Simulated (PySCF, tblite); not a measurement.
**C9H13N: infrared bands and NMR shifts**

Wanted: the infrared bands and NMR shifts of C9H13N (`CC(C)(C)c1ccncc1`), by calculation.

Computed with tblite 0.8.0 and PySCF 2.14.0, with density-fitted response routines of our own, on a single molecule in the gas phase. Atoms are numbered from 0 throughout.

## Step 1: The starting structure

23 atoms, charge 0, multiplicity 1; geometry from: GFN2-xTB.

Bonds of the start (Å): C0–C1 1.53, C1–C2 1.53, C1–C3 1.54, C1–C4 1.52, C4–C5 1.39, C5–C6 1.39, C6–N7 1.32, N7–C8 1.32, C8–C9 1.38, C9–C4 1.39, C0–H10 1.09, C0–H11 1.09, C0–H12 1.09, C2–H13 1.09, C2–H14 1.09, C2–H15 1.09, C3–H16 1.09, C3–H17 1.09, C3–H18 1.09, C5–H19 1.08, C6–H20 1.08, C8–H21 1.08, C9–H22 1.08.

## Step 2: Vibrational analysis with GFN2-xTB

Job settings and geometry (Å):

```
{"job": {"kind": "ir", "xc": "GFN2-xTB", "basis": "xTB"}, "charge": 0, "multiplicity": 1}
C     -1.701807    -0.693616     1.040748
C     -0.956031     0.060383    -0.063017
C     -1.379245    -0.520977    -1.419130
C     -1.346918     1.542911     0.011973
C      0.551306    -0.057480     0.073013
C      1.175781    -0.773293     1.088998
C      2.560861    -0.825566     1.132944
N      3.347571    -0.229270     0.256191
C      2.761714     0.453396    -0.713220
C      1.389653     0.569207    -0.847972
H     -1.473461    -1.756791     1.011781
H     -1.447731    -0.301687     2.023158
H     -2.774459    -0.576989     0.899818
H     -0.930326     0.026541    -2.243305
H     -2.460718    -0.469570    -1.524973
H     -1.073741    -1.562483    -1.496305
H     -2.427944     1.646405    -0.051889
H     -0.902206     2.111989    -0.799821
H     -1.013513     1.975152     0.953328
H      0.611078    -1.290689     1.846380
H      3.067101    -1.376926     1.915585
H      3.431142     0.931414    -1.417225
H      0.987141     1.144923    -1.666980
```

**Question.** This job is followed by: GIAO PBE0/pcSseg-1 NMR shielding, non-relativistic, gas phase. What will the session give for the following? strongest single infrared mode (GFN2-xTB); zero-point energy (GFN2-xTB); 13C shifts against TMS (PBE0/pcSseg-1, means over atoms taken as alike); 1H shifts against TMS (PBE0/pcSseg-1, means over atoms taken as alike); 15N shifts against NH3 (PBE0/pcSseg-1).

The runs gave:

```
                                                               quantity                                value
                              strongest single infrared mode (GFN2-xTB)                1588 cm⁻¹, 108 km/mol
                                           zero-point energy (GFN2-xTB)                       123.7 kcal/mol
13C shifts against TMS (PBE0/pcSseg-1, means over atoms taken as alike)  165.1, 155.9, 125.3, 36.6, 32.7 ppm
 1H shifts against TMS (PBE0/pcSseg-1, means over atoms taken as alike)                 8.92, 7.37, 1.34 ppm
                                 15N shifts against NH3 (PBE0/pcSseg-1)                            353.4 ppm
```

All 63 modes are real, so the xTB geometry is a minimum. The strongest single mode, at 1588 cm⁻¹, has its largest shares on C8, C9, C6 and C5 (the list is cut at 4 atoms). Unscaled tight-binding wavenumbers are off by several per cent, some by more. Its intensities can rank the bands wrongly. At PBE0/pcSseg-1: The widest tensor belongs to N7: span 706 ppm, with a paramagnetic part of -419 ppm. NICS(1)zz of -28 ppm above the planar ring from C4 marks a diatropic (aromatic) ring current.
